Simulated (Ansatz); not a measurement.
# Hf2ZrTe6: the cost of one run

Program: Ansatz 0.2.0. Level of theory: DFT PBE, scalar-relativistic, plane waves, PAW. These are calculated values, not measurements.

## Step 1: The starting structure

Symmetry: R-3, No. 148, trigonal system. The conventional cell has a = 6.895 Å, b = 6.895 Å, c = 21.481 Å, α = 90.00°, β = 90.00°, γ = 120.00°. Zr (site symmetry -3) is surrounded by 6 Te at 2.92 Å. Hf (site symmetry 3) has 6 Te at 2.90 Å in its first shell of neighbours. Te (site symmetry 1) is surrounded by 2 Hf at 2.90 Å and 1 Zr at 2.92 Å.

Coordinates:

```cif
data_structure
_symmetry_space_group_name_H-M 'P 1'
_symmetry_Int_Tables_number 1
_cell_length_a 8.1925
_cell_length_b 8.1925
_cell_length_c 8.1925
_cell_angle_alpha 49.771
_cell_angle_beta 49.771
_cell_angle_gamma 49.771
_cell_volume 294.79
loop_
_atom_site_label
_atom_site_type_symbol
_atom_site_fract_x
_atom_site_fract_y
_atom_site_fract_z
_atom_site_occupancy
Zr1 Zr 0.00000 0.00000 0.00000 1
Hf1 Hf 0.33335 0.33335 0.33335 1
Hf2 Hf 0.66665 0.66665 0.66665 1
Te1 Te 0.08268 0.74730 0.41819 1
Te2 Te 0.41819 0.08268 0.74730 1
Te3 Te 0.74730 0.41819 0.08268 1
Te4 Te 0.91732 0.25270 0.58181 1
Te5 Te 0.25270 0.58181 0.91732 1
Te6 Te 0.58181 0.91732 0.25270 1
```

The start is the relaxed end of an invented cell (made as: elements ordered on the sites of the HfTe2 type, Hf/Zr on Hf (R-3, No. 148)), taken up again for a closer look.

## Step 2: Probe: one point on a coarse mesh

Input file input.yaml:

```yaml
crystal:
  lattice:
    - [3.4474327, 1.9903762, 7.1603049]
    - [-3.4474327, 1.9903762, 7.1603049]
    - [0.0, -3.9807524, 7.1603049]
  atoms:
    - { symbol: Zr, position: [0.0, 0.0, 0.0] }
    - { symbol: Hf, position: [0.333354, 0.333354, 0.333354] }
    - { symbol: Hf, position: [0.666646, 0.666646, 0.666646] }
    - { symbol: Te, position: [0.082681, 0.747297, 0.418189] }
    - { symbol: Te, position: [0.418189, 0.082681, 0.747297] }
    - { symbol: Te, position: [0.747297, 0.418189, 0.082681] }
    - { symbol: Te, position: [0.917319, 0.252703, 0.581811] }
    - { symbol: Te, position: [0.252703, 0.581811, 0.917319] }
    - { symbol: Te, position: [0.581811, 0.917319, 0.252703] }
basis:
  ecutwfc: 420
kpoints:
  mp_grid: { grid: [3, 3, 3] }
hamiltonian:
  xc: pbe
scf:
  occupations: { method: gaussian, width: 0.1 }
  lower_state_search: "off"
output:
  forces: true
  stress: true
  eigenvalues: true
```

On the command line:

```
ansatz run input.yaml --threads 4 --pin off --max-ram 8192MiB --backend cpu --events-out ev --progress --plain --runs-dir out
```

**Question.** How long does this run take on 4 threads of AMD EPYC 7R43 (Zen 3), shared host, and how much memory does it need?

About 5.6 s, with a peak of 1.1 GiB.
